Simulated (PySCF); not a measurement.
The system is AlBrH2, in a box.

```
Al Br H
1.0
    12.00000    0.00000    0.00000
     0.00000   12.00000    0.00000
     0.00000    0.00000   11.00000
Al Br H
1 1 2
Direct
  0.45987 0.51380 0.48281
  0.60910 0.56237 0.58785
  0.42341 0.39424 0.48015
  0.39274 0.61593 0.41458
```

The cell isn't the ideal one: atoms moved at random, drawn with an rms of 0.05 Å.

Base run:

| Quantity | Value |
| --- | --- |
| Program | PySCF 2.14.0 |
| Functional | PBE |
| Potentials or basis | def2-svp (all-electron) |
| k mesh | 1 × 1 × 1 |
| Occupations | fixed |
| Spin | no spin polarisation |

Its results: gap between the frontier levels 4.52 eV.

Question: The run is repeated on the same cell with these changes: functional from PBE to SVWN5. What comes out?

Answer: Gap between the frontier levels 4.36 eV.

Caveats: this is a molecule in a periodic box at the Γ point, so its band gap is the HOMO-LUMO gap; relativity is left out, which matters for the heavier elements; the basis of atomic orbitals isn't converged, which shifts pressures, moduli and gaps.

